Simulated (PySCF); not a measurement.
# C₂H₁₀Ge₂: NMR shifts at several levels of theory, part 1 of 2

Aim: compute the NMR shifts of C₂H₁₀Ge₂ (`[CH3][GeH]([CH3])[GeH3]`) at several levels, and see how far they spread and what each costs.

The runs use PySCF 2.14.0, with density-fitted response routines of our own; the level of theory stands in each step. All values are computed, except where a source is named. Atoms are numbered from 0 throughout.

### 1 Starting geometry

14 atoms, charge 0, multiplicity 1; geometry from: PBE0-D3(BJ)/def2-SVP.

Bonds of the start (Å): C0–Ge1 1.96, Ge1–C2 1.96, Ge1–Ge3 2.43, C0–H4 1.10, C0–H5 1.10, C0–H6 1.10, Ge1–H7 1.55, C2–H8 1.10, C2–H9 1.10, C2–H10 1.10, Ge3–H11 1.54, Ge3–H12 1.54, Ge3–H13 1.54.

### 2 Nuclear shieldings: PBE0/pcSseg-1

What the job is given:

```
{"job": {"kind": "nmr", "xc": "PBE0", "basis": "pcSseg-1", "pop": false}, "charge": 0, "multiplicity": 1}
C     -1.508419    -1.216079    -0.052019
Ge    -0.183006     0.133603    -0.558909
C     -0.563661     1.818911     0.363700
Ge     2.045870    -0.640786     0.030040
H     -1.334223    -2.160341    -0.587793
H     -2.522435    -0.861328    -0.290695
H     -1.452870    -1.413958     1.028567
H     -0.251455     0.364409    -2.087036
H     -1.576637     2.171758     0.118576
H      0.158702     2.593182     0.067566
H     -0.494513     1.680440     1.452751
H      2.857389    -1.077212    -1.206757
H      1.957320    -1.852581     0.983278
H      2.847421     0.462461     0.752716
```

With the program's defaults for keys left out, this is: GIAO PBE0/pcSseg-1 NMR shielding, non-relativistic, gas phase.

Run with:

```
$ OMP_NUM_THREADS=1 python probes_run.py task.json out
```

The driver reads the jobs from task.json and runs them one after another.

The log of the run:

```text
coarse grid: 49912 points
cycle   1  E = -4235.0652848778  dE = -1.442e+00  |g| = 1.209e+00  |ddm| = 3.334e+00
cycle   2  E = -4235.0203047763  dE =  4.498e-02  |g| = 1.205e+00  |ddm| = 1.111e+00
cycle   3  E = -4235.1664910772  dE = -1.462e-01  |g| = 1.158e-01  |ddm| = 7.342e-01
cycle   4  E = -4235.1688412343  dE = -2.350e-03  |g| = 2.693e-02  |ddm| = 1.193e-01
cycle   5  E = -4235.1690481443  dE = -2.069e-04  |g| = 4.223e-03  |ddm| = 2.760e-02
cycle   6  E = -4235.1690514620  dE = -3.318e-06  |g| = 1.165e-03  |ddm| = 5.064e-03
final grid: 102216 points
cycle   7  E = -4235.1689944562  dE = -6.790e-08  |g| = 1.279e-03  |ddm| = 2.944e-03
cycle   8  E = -4235.1689944096  dE =  4.660e-08  |g| = 1.580e-03  |ddm| = 2.772e-03
cycle   9  E = -4235.1689948330  dE = -4.234e-07  |g| = 1.189e-04  |ddm| = 1.292e-03
cycle  10  E = -4235.1689948366  dE = -3.628e-09  |g| = 8.275e-06  |ddm| = 1.361e-04
cycle  11  E = -4235.1689948366  dE = -1.000e-11  |g| = 2.016e-06  |ddm| = 4.685e-06
converged SCF energy = -4235.1689948366

GIAO shielding tensors (ppm)
atom      isotropic    diamagn.    paramagn.     s11        s22        s33       span
  0 C      186.313     251.628     -65.315    181.938    185.429    191.572      9.634
  1 Ge    1462.762    2756.837   -1294.074   1386.492   1461.624   1540.171    153.679
  2 C      186.295     251.682     -65.386    179.972    187.352    191.562     11.590
  3 Ge    1656.979    2756.225   -1099.245   1624.488   1649.214   1697.236     72.747
  4 H       30.876      29.949       0.927     25.423     28.078     39.127     13.704
  5 H       30.837      29.747       1.090     25.253     27.681     39.576     14.323
  6 H       30.999      30.986       0.013     26.101     28.611     38.284     12.183
  7 H       27.060      29.849      -2.788     21.065     21.673     38.444     17.379
  8 H       30.842      29.751       1.091     25.255     27.673     39.598     14.343
  9 H       30.896      29.999       0.897     25.378     28.144     39.166     13.789
 10 H       30.995      31.011      -0.016     26.139     28.614     38.232     12.094
 11 H       27.652      28.374      -0.722     21.147     22.303     39.507     18.359
 12 H       27.846      28.744      -0.898     21.214     23.365     38.960     17.746
 13 H       27.831      28.671      -0.840     21.116     23.252     39.126     18.011
```

Wall time 21 s (1 thread of Arm Neoverse V1, shared host); peak memory 0.93 GiB.

Shifts follow as δ = σ(reference) − σ, with reference shieldings (ppm) from runs at the same level and on the same kind of geometry: ¹H TMS 31.27, ¹³C TMS 184.4, ⁷³Ge GeMe4 1330. The references are single molecules in the gas phase. Atoms listed in one row are averaged.

```csv
atoms,environment,σ (ppm),δ (ppm)
"C0, C2",methyl carbon bonded to Ge,186.3,-1.9
H7,"hydrogen on a germanium bonded to 2 C, Ge",27.06,4.21
"H11, H12, H13",hydrogen on a germanium bonded to Ge,27.78,3.49
"H4, H5, H6, H8, H9, H10",hydrogen on a methyl carbon bonded to Ge,30.91,0.36
Ge1,"germanium bonded to 2 C, Ge, H",1463,-132
Ge3,"germanium bonded to Ge, 3 H",1657,-327
```

### 3 Shielding tensors: mPW1PW91/pcSseg-1

Same as in step 2 but for these lines:

```diff
@@ -1,2 +1,2 @@
-{"job": {"kind": "nmr", "xc": "PBE0", "basis": "pcSseg-1", "pop": false}, "charge": 0, "multiplicity": 1}
+{"job": {"kind": "nmr", "xc": "mPW1PW91", "basis": "pcSseg-1", "pop": false}, "charge": 0, "multiplicity": 1}
 C     -1.508419    -1.216079    -0.052019
```

Level: GIAO mPW1PW91/pcSseg-1 NMR shielding, non-relativistic, gas phase.

The log of the run:

```text
coarse grid: 49912 points
cycle   1  E = -4236.0230040597  dE = -1.438e+00  |g| = 1.195e+00  |ddm| = 3.331e+00
cycle   2  E = -4235.9782229174  dE =  4.478e-02  |g| = 1.194e+00  |ddm| = 1.108e+00
cycle   3  E = -4236.1232380360  dE = -1.450e-01  |g| = 1.146e-01  |ddm| = 7.315e-01
cycle   4  E = -4236.1255435102  dE = -2.305e-03  |g| = 2.609e-02  |ddm| = 1.177e-01
cycle   5  E = -4236.1257384364  dE = -1.949e-04  |g| = 4.142e-03  |ddm| = 2.702e-02
cycle   6  E = -4236.1257415793  dE = -3.143e-06  |g| = 1.171e-03  |ddm| = 4.922e-03
final grid: 102216 points
cycle   7  E = -4236.1256795185  dE = -7.214e-08  |g| = 1.282e-03  |ddm| = 2.951e-03
cycle   8  E = -4236.1256794712  dE =  4.721e-08  |g| = 1.575e-03  |ddm| = 2.748e-03
cycle   9  E = -4236.1256798964  dE = -4.251e-07  |g| = 1.161e-04  |ddm| = 1.283e-03
cycle  10  E = -4236.1256798998  dE = -3.491e-09  |g| = 8.271e-06  |ddm| = 1.330e-04
cycle  11  E = -4236.1256798998  dE =  4.547e-12  |g| = 2.151e-06  |ddm| = 4.895e-06
converged SCF energy = -4236.1256798998

GIAO shielding tensors (ppm)
atom      isotropic    diamagn.    paramagn.     s11        s22        s33       span
  0 C      185.175     251.705     -66.530    180.861    184.248    190.417      9.556
  1 Ge    1455.195    2757.120   -1301.924   1379.638   1454.120   1531.828    152.190
  2 C      185.159     251.759     -66.601    178.942    186.125    190.410     11.468
  3 Ge    1646.750    2756.405   -1109.654   1614.316   1638.545   1687.391     73.075
  4 H       30.917      30.014       0.902     25.513     28.135     39.101     13.588
  5 H       30.876      29.807       1.069     25.342     27.743     39.543     14.201
  6 H       31.037      31.072      -0.035     26.183     28.657     38.271     12.088
  7 H       27.129      29.928      -2.799     21.145     21.750     38.493     17.347
  8 H       30.881      29.811       1.071     25.344     27.735     39.565     14.220
  9 H       30.935      30.064       0.871     25.465     28.201     39.138     13.673
 10 H       31.035      31.098      -0.063     26.223     28.661     38.221     11.998
 11 H       27.706      28.427      -0.720     21.227     22.369     39.523     18.296
 12 H       27.896      28.808      -0.912     21.282     23.427     38.980     17.697
 13 H       27.882      28.732      -0.850     21.186     23.315     39.145     17.959
```

Run time: 21 s. Hardware: 1 thread of Arm Neoverse V1, shared host; peak memory 0.93 GiB.

In short: δ C0 -1.6, Ge1 -131, Ge3 -322, H7 4.19, H11 3.49 ppm (means over like atoms).

### 4 Nuclear shieldings: WP04/pcSseg-1

Same as in step 3 but for these lines:

```diff
@@ -1,2 +1,2 @@
-{"job": {"kind": "nmr", "xc": "mPW1PW91", "basis": "pcSseg-1", "pop": false}, "charge": 0, "multiplicity": 1}
+{"job": {"kind": "nmr", "xc": "WP04", "basis": "pcSseg-1", "pop": false}, "charge": 0, "multiplicity": 1}
 C     -1.508419    -1.216079    -0.052019
```

Level: GIAO WP04/pcSseg-1 NMR shielding, non-relativistic, gas phase.

The log of the run:

```text
coarse grid: 49912 points
cycle   1  E = -4260.4901873971  dE = -1.414e+00  |g| = 7.793e-01  |ddm| = 3.332e+00
cycle   2  E = -4260.3886054292  dE =  1.016e-01  |g| = 9.173e-01  |ddm| = 1.240e+00
cycle   3  E = -4260.5963863634  dE = -2.078e-01  |g| = 1.089e-01  |ddm| = 8.481e-01
cycle   4  E = -4260.5994092163  dE = -3.023e-03  |g| = 2.043e-02  |ddm| = 1.262e-01
cycle   5  E = -4260.5995381646  dE = -1.289e-04  |g| = 5.902e-03  |ddm| = 2.840e-02
cycle   6  E = -4260.5995417711  dE = -3.607e-06  |g| = 1.875e-03  |ddm| = 4.465e-03
final grid: 102216 points
cycle   7  E = -4260.5994453518  dE =  2.723e-08  |g| = 2.218e-03  |ddm| = 2.902e-03
cycle   8  E = -4260.5994451131  dE =  2.387e-07  |g| = 2.758e-03  |ddm| = 2.779e-03
cycle   9  E = -4260.5994457449  dE = -6.318e-07  |g| = 8.455e-05  |ddm| = 1.651e-03
cycle  10  E = -4260.5994457468  dE = -1.901e-09  |g| = 1.241e-05  |ddm| = 1.049e-04
cycle  11  E = -4260.5994457468  dE = -1.091e-11  |g| = 2.968e-06  |ddm| = 1.076e-05
converged SCF energy = -4260.5994457468

GIAO shielding tensors (ppm)
atom      isotropic    diamagn.    paramagn.     s11        s22        s33       span
  0 C      171.666     253.284     -81.618    167.273    169.734    177.991     10.717
  1 Ge    1380.416    2763.177   -1382.762   1307.679   1384.208   1449.361    141.682
  2 C      171.658     253.347     -81.689    165.774    171.173    178.027     12.253
  3 Ge    1555.625    2761.961   -1206.336   1521.995   1538.819   1606.062     84.067
  4 H       31.157      30.550       0.607     26.343     28.578     38.551     12.208
  5 H       31.097      30.216       0.882     26.137     28.229     38.925     12.788
  6 H       31.254      32.103      -0.849     26.922     29.011     37.828     10.906
  7 H       27.886      30.903      -3.017     22.203     22.731     38.725     16.522
  8 H       31.101      30.216       0.885     26.139     28.220     38.944     12.805
  9 H       31.165      30.607       0.558     26.286     28.638     38.572     12.287
 10 H       31.263      32.129      -0.865     26.975     29.017     37.798     10.823
 11 H       28.402      29.265      -0.863     22.308     23.319     39.579     17.271
 12 H       28.559      29.927      -1.368     22.306     24.309     39.063     16.758
 13 H       28.547      29.772      -1.226     22.224     24.209     39.207     16.983
```

Wall time 21 s (1 thread of Arm Neoverse V1, shared host); peak memory 0.93 GiB.

In short: δ C0 0.8, Ge1 -104, Ge3 -279, H7 3.68, H11 3.06 ppm (means over like atoms).

### 5 Nuclear shieldings: B97-2/pcSseg-1

Same as in step 4 but for these lines:

```diff
@@ -1,2 +1,2 @@
-{"job": {"kind": "nmr", "xc": "WP04", "basis": "pcSseg-1", "pop": false}, "charge": 0, "multiplicity": 1}
+{"job": {"kind": "nmr", "xc": "B97-2", "basis": "pcSseg-1", "pop": false}, "charge": 0, "multiplicity": 1}
 C     -1.508419    -1.216079    -0.052019
```

With the program's defaults for keys left out, this is: GIAO B97-2/pcSseg-1 NMR shielding, non-relativistic, gas phase.

The log of the run:

```text
coarse grid: 49912 points
cycle   1  E = -4236.7717288841  dE = -1.447e+00  |g| = 1.067e+00  |ddm| = 3.315e+00
cycle   2  E = -4236.7254091664  dE =  4.632e-02  |g| = 1.071e+00  |ddm| = 1.051e+00
cycle   3  E = -4236.8570126686  dE = -1.316e-01  |g| = 1.207e-01  |ddm| = 7.098e-01
cycle   4  E = -4236.8597264800  dE = -2.714e-03  |g| = 2.468e-02  |ddm| = 1.238e-01
cycle   5  E = -4236.8599032932  dE = -1.768e-04  |g| = 4.057e-03  |ddm| = 2.654e-02
cycle   6  E = -4236.8599061652  dE = -2.872e-06  |g| = 1.142e-03  |ddm| = 4.659e-03
final grid: 102216 points
cycle   7  E = -4236.8598449509  dE = -5.340e-08  |g| = 1.262e-03  |ddm| = 2.960e-03
cycle   8  E = -4236.8598448802  dE =  7.068e-08  |g| = 1.584e-03  |ddm| = 2.785e-03
cycle   9  E = -4236.8598453172  dE = -4.369e-07  |g| = 1.139e-04  |ddm| = 1.337e-03
cycle  10  E = -4236.8598453207  dE = -3.504e-09  |g| = 1.173e-05  |ddm| = 1.357e-04
cycle  11  E = -4236.8598453207  dE = -1.819e-12  |g| = 2.225e-06  |ddm| = 6.338e-06
converged SCF energy = -4236.8598453207

GIAO shielding tensors (ppm)
atom      isotropic    diamagn.    paramagn.     s11        s22        s33       span
  0 C      184.735     251.570     -66.836    180.430    183.581    190.193      9.762
  1 Ge    1449.001    2758.066   -1309.065   1373.620   1448.108   1525.276    151.656
  2 C      184.718     251.625     -66.908    178.553    185.403    190.197     11.643
  3 Ge    1640.415    2757.304   -1116.888   1607.634   1631.508   1682.104     74.470
  4 H       30.960      30.074       0.887     25.641     28.212     39.027     13.386
  5 H       30.921      29.855       1.066     25.473     27.826     39.465     13.993
  6 H       31.086      31.184      -0.098     26.316     28.730     38.212     11.896
  7 H       27.218      30.047      -2.829     21.299     21.895     38.460     17.161
  8 H       30.927      29.858       1.068     25.474     27.818     39.487     14.013
  9 H       30.978      30.124       0.854     25.593     28.277     39.062     13.469
 10 H       31.085      31.210      -0.124     26.357     28.734     38.164     11.807
 11 H       27.789      28.555      -0.766     21.381     22.509     39.478     18.098
 12 H       27.980      28.973      -0.993     21.444     23.558     38.939     17.495
 13 H       27.965      28.886      -0.921     21.348     23.447     39.101     17.753
```

Run time: 21 s. Hardware: 1 thread of Arm Neoverse V1, shared host; peak memory 0.93 GiB.

This run: δ C0 -1.0, Ge1 -128, Ge3 -319, H7 4.16, H11 3.46 ppm (means over like atoms).

### 6 Nuclear shieldings: BHandHLYP/pcSseg-1

Same as in step 5 but for these lines:

```diff
@@ -1,2 +1,2 @@
-{"job": {"kind": "nmr", "xc": "B97-2", "basis": "pcSseg-1", "pop": false}, "charge": 0, "multiplicity": 1}
+{"job": {"kind": "nmr", "xc": "BHandHLYP", "basis": "pcSseg-1", "pop": false}, "charge": 0, "multiplicity": 1}
 C     -1.508419    -1.216079    -0.052019
```

Level: GIAO BHandHLYP/pcSseg-1 NMR shielding, non-relativistic, gas phase.

The log of the run:

```text
coarse grid: 49912 points
cycle   1  E = -4235.6194599819  dE = -1.460e+00  |g| = 9.641e-01  |ddm| = 3.260e+00
cycle   2  E = -4235.6314962397  dE = -1.204e-02  |g| = 7.900e-01  |ddm| = 7.514e-01
cycle   3  E = -4235.6850247289  dE = -5.353e-02  |g| = 6.830e-02  |ddm| = 4.352e-01
cycle   4  E = -4235.6855858129  dE = -5.611e-04  |g| = 6.185e-03  |ddm| = 4.790e-02
cycle   5  E = -4235.6855964375  dE = -1.062e-05  |g| = 2.452e-03  |ddm| = 1.059e-02
cycle   6  E = -4235.6855977407  dE = -1.303e-06  |g| = 5.811e-04  |ddm| = 2.465e-03
final grid: 102216 points
cycle   7  E = -4235.6855497782  dE = -2.307e-08  |g| = 5.924e-04  |ddm| = 9.960e-04
cycle   8  E = -4235.6855497803  dE = -2.102e-09  |g| = 6.011e-04  |ddm| = 6.261e-04
cycle   9  E = -4235.6855498075  dE = -2.720e-08  |g| = 1.214e-05  |ddm| = 2.981e-04
cycle  10  E = -4235.6855498075  dE = -4.547e-11  |g| = 2.957e-06  |ddm| = 1.749e-05
converged SCF energy = -4235.6855498075

GIAO shielding tensors (ppm)
atom      isotropic    diamagn.    paramagn.     s11        s22        s33       span
  0 C      186.594     250.460     -63.866    182.635    186.215    190.931      8.296
  1 Ge    1498.382    2756.008   -1257.626   1425.823   1496.862   1572.461    146.638
  2 C      186.571     250.514     -63.943    180.781    188.047    190.886     10.105
  3 Ge    1683.634    2755.556   -1071.922   1653.409   1676.242   1721.251     67.842
  4 H       31.091      30.033       1.058     25.647     28.267     39.359     13.712
  5 H       31.029      29.828       1.201     25.439     27.889     39.760     14.320
  6 H       31.210      31.052       0.158     26.302     28.803     38.526     12.224
  7 H       27.443      30.122      -2.679     21.461     22.024     38.846     17.385
  8 H       31.034      29.831       1.203     25.441     27.878     39.781     14.340
  9 H       31.105      30.081       1.024     25.596     28.328     39.392     13.796
 10 H       31.213      31.080       0.134     26.348     28.815     38.478     12.130
 11 H       27.952      28.661      -0.709     21.479     22.583     39.794     18.315
 12 H       28.136      29.038      -0.902     21.513     23.649     39.246     17.733
 13 H       28.120      28.962      -0.841     21.417     23.536     39.407     17.990
```

Run time: 21 s. Hardware: 1 thread of Arm Neoverse V1, shared host; peak memory 0.93 GiB.

Key values: δ C0 -2.6, Ge1 -125, Ge3 -310, H7 4.00, H11 3.37 ppm (means over like atoms).

### 7 NMR shieldings: CAM-B3LYP/pcSseg-1

Same as in step 6 but for these lines:

```diff
@@ -1,2 +1,2 @@
-{"job": {"kind": "nmr", "xc": "BHandHLYP", "basis": "pcSseg-1", "pop": false}, "charge": 0, "multiplicity": 1}
+{"job": {"kind": "nmr", "xc": "CAM-B3LYP", "basis": "pcSseg-1", "pop": false}, "charge": 0, "multiplicity": 1}
 C     -1.508419    -1.216079    -0.052019
```

Level: GIAO CAM-B3LYP/pcSseg-1 NMR shielding, non-relativistic, gas phase.

The log of the run:

```text
coarse grid: 49912 points
cycle   1  E = -4235.9059312793  dE = -1.429e+00  |g| = 1.203e+00  |ddm| = 3.292e+00
cycle   2  E = -4235.9011509285  dE =  4.780e-03  |g| = 1.100e+00  |ddm| = 9.602e-01
cycle   3  E = -4235.9980354919  dE = -9.688e-02  |g| = 8.349e-02  |ddm| = 5.735e-01
cycle   4  E = -4235.9987466443  dE = -7.112e-04  |g| = 6.255e-03  |ddm| = 5.225e-02
cycle   5  E = -4235.9987562461  dE = -9.602e-06  |g| = 3.436e-03  |ddm| = 1.118e-02
cycle   6  E = -4235.9987579344  dE = -1.688e-06  |g| = 8.577e-04  |ddm| = 2.953e-03
final grid: 102216 points
cycle   7  E = -4235.9986905820  dE = -4.576e-08  |g| = 9.097e-04  |ddm| = 1.396e-03
cycle   8  E = -4235.9986905770  dE =  4.997e-09  |g| = 1.013e-03  |ddm| = 1.072e-03
cycle   9  E = -4235.9986906679  dE = -9.092e-08  |g| = 3.561e-05  |ddm| = 5.242e-04
cycle  10  E = -4235.9986906682  dE = -2.819e-10  |g| = 4.836e-06  |ddm| = 3.791e-05
converged SCF energy = -4235.9986906682

GIAO shielding tensors (ppm)
atom      isotropic    diamagn.    paramagn.     s11        s22        s33       span
  0 C      184.807     250.253     -65.446    180.479    184.063    189.879      9.400
  1 Ge    1445.450    2756.084   -1310.635   1368.547   1444.179   1523.622    155.075
  2 C      184.779     250.308     -65.529    178.494    185.987    189.856     11.362
  3 Ge    1642.750    2755.497   -1112.747   1608.451   1633.442   1686.356     77.906
  4 H       30.961      29.896       1.065     25.591     28.192     39.102     13.512
  5 H       30.916      29.669       1.246     25.406     27.823     39.519     14.113
  6 H       31.080      30.989       0.091     26.254     28.729     38.257     12.003
  7 H       27.183      29.945      -2.763     21.219     21.815     38.514     17.295
  8 H       30.921      29.673       1.247     25.408     27.815     39.540     14.132
  9 H       30.980      29.947       1.033     25.544     28.257     39.139     13.595
 10 H       31.078      31.014       0.063     26.293     28.734     38.206     11.913
 11 H       27.755      28.443      -0.688     21.272     22.423     39.570     18.298
 12 H       27.948      28.876      -0.928     21.338     23.484     39.021     17.683
 13 H       27.931      28.785      -0.854     21.239     23.369     39.183     17.944
```

It took 30 s on 1 thread of Arm Neoverse V1, shared host; peak memory 0.96 GiB.

In short: δ C0 -2.3, Ge1 -131, Ge3 -328, H7 4.15, H11 3.45 ppm (means over like atoms).

### 8 NMR shieldings: wB97X-D/pcSseg-1

Same as in step 7 but for these lines:

```diff
@@ -1,2 +1,2 @@
-{"job": {"kind": "nmr", "xc": "CAM-B3LYP", "basis": "pcSseg-1", "pop": false}, "charge": 0, "multiplicity": 1}
+{"job": {"kind": "nmr", "xc": "wB97X-D", "basis": "pcSseg-1", "pop": false}, "charge": 0, "multiplicity": 1}
 C     -1.508419    -1.216079    -0.052019
```

Level: GIAO wB97X-D/pcSseg-1 NMR shielding, non-relativistic, gas phase.

The log of the run:

```text
coarse grid: 49912 points
cycle   1  E = -4235.8384434402  dE = -1.458e+00  |g| = 1.128e+00  |ddm| = 3.296e+00
cycle   2  E = -4235.8456582322  dE = -7.215e-03  |g| = 9.792e-01  |ddm| = 8.740e-01
cycle   3  E = -4235.9179951749  dE = -7.234e-02  |g| = 7.720e-02  |ddm| = 4.981e-01
cycle   4  E = -4235.9185070113  dE = -5.118e-04  |g| = 7.959e-03  |ddm| = 4.304e-02
cycle   5  E = -4235.9185223629  dE = -1.535e-05  |g| = 4.340e-03  |ddm| = 1.154e-02
cycle   6  E = -4235.9185271652  dE = -4.802e-06  |g| = 4.569e-04  |ddm| = 4.829e-03
final grid: 102216 points
cycle   7  E = -4235.9177726958  dE = -1.283e-06  |g| = 5.746e-04  |ddm| = 2.990e-03
cycle   8  E = -4235.9177727275  dE = -3.168e-08  |g| = 5.321e-04  |ddm| = 7.290e-04
cycle   9  E = -4235.9177727610  dE = -3.345e-08  |g| = 5.618e-05  |ddm| = 3.062e-04
cycle  10  E = -4235.9177727618  dE = -8.449e-10  |g| = 2.347e-05  |ddm| = 8.985e-05
converged SCF energy = -4235.9177727618

GIAO shielding tensors (ppm)
atom      isotropic    diamagn.    paramagn.     s11        s22        s33       span
  0 C      186.971     251.567     -64.597    182.893    186.710    191.309      8.416
  1 Ge    1464.244    2756.727   -1292.484   1386.330   1461.860   1544.541    158.211
  2 C      186.952     251.622     -64.670    181.085    188.510    191.260     10.174
  3 Ge    1656.728    2756.009   -1099.281   1625.244   1649.348   1695.591     70.348
  4 H       31.042      30.064       0.977     25.633     28.229     39.264     13.631
  5 H       30.986      29.842       1.143     25.442     27.853     39.662     14.219
  6 H       31.143      31.162      -0.019     26.264     28.758     38.408     12.144
  7 H       27.240      30.045      -2.804     21.260     21.861     38.600     17.340
  8 H       30.990      29.844       1.146     25.442     27.843     39.683     14.240
  9 H       31.058      30.118       0.940     25.583     28.294     39.298     13.715
 10 H       31.143      31.187      -0.044     26.305     28.764     38.360     12.055
 11 H       27.802      28.494      -0.692     21.319     22.464     39.621     18.302
 12 H       27.987      28.928      -0.941     21.362     23.523     39.077     17.715
 13 H       27.972      28.837      -0.865     21.265     23.408     39.242     17.977
```

Wall time 29 s (1 thread of Arm Neoverse V1, shared host); peak memory 0.91 GiB.

Key values: δ C0 -2.4, Ge1 -134, Ge3 -327, H7 4.14, H11 3.46 ppm (means over like atoms).

(Continued in part 2 of 2.)
